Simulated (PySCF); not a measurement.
# C2H4BNO2: the cost of one run

The runs use PySCF 2.14.0, with density-fitted response routines of our own; the level of theory stands in each step. All values are computed, except where a source is named. Atoms are numbered from 0 throughout.

## (1) The starting structure

10 atoms, charge 0, multiplicity 1; geometry from: GFN2-xTB. The atoms were then displaced at random by about 0.01 Å, so the start is not that level's minimum.

Bonds of the start (Å): O0–B1 1.34, B1–O2 1.35, B1–C3 1.61, C3–C4 1.43, C4–N5 1.23, N5–C3 1.50, O0–H6 0.97, O2–H7 0.92, C3–H8 1.06, C4–H9 1.07.

## (2) Optimising the geometry at PBE0-D3(BJ)/def2-SVP

Job settings and geometry (Å):

```
{"job": {"xc": "PBE0", "basis": "def2-SVP", "d3": "d3bj", "grid": 1, "shake": 0.01, "kind": "geom"}, "charge": 0, "multiplicity": 1}
O     -1.553940    -0.746920    -0.941640
B     -0.684620    -0.255750    -0.046670
O     -1.018990     0.147680     1.201510
C      0.851060    -0.129260    -0.506760
C      1.758450     0.759520     0.157170
N      1.937980    -0.416100     0.484170
H     -2.475890    -0.800520    -0.659290
H     -1.894970     0.053590     1.480830
H      1.051600    -0.399960    -1.509530
H      2.079750     1.766810     0.319150
```

The run is started by

```sh
> OMP_NUM_THREADS=1 python probes_run.py task.json out
```

This one command runs all jobs of the session in turn.

**Question.** How long does this first job take on 1 thread of Arm Neoverse N1, shared host, and how much memory does it need?

About 36 s, with a peak of 0.42 GiB.
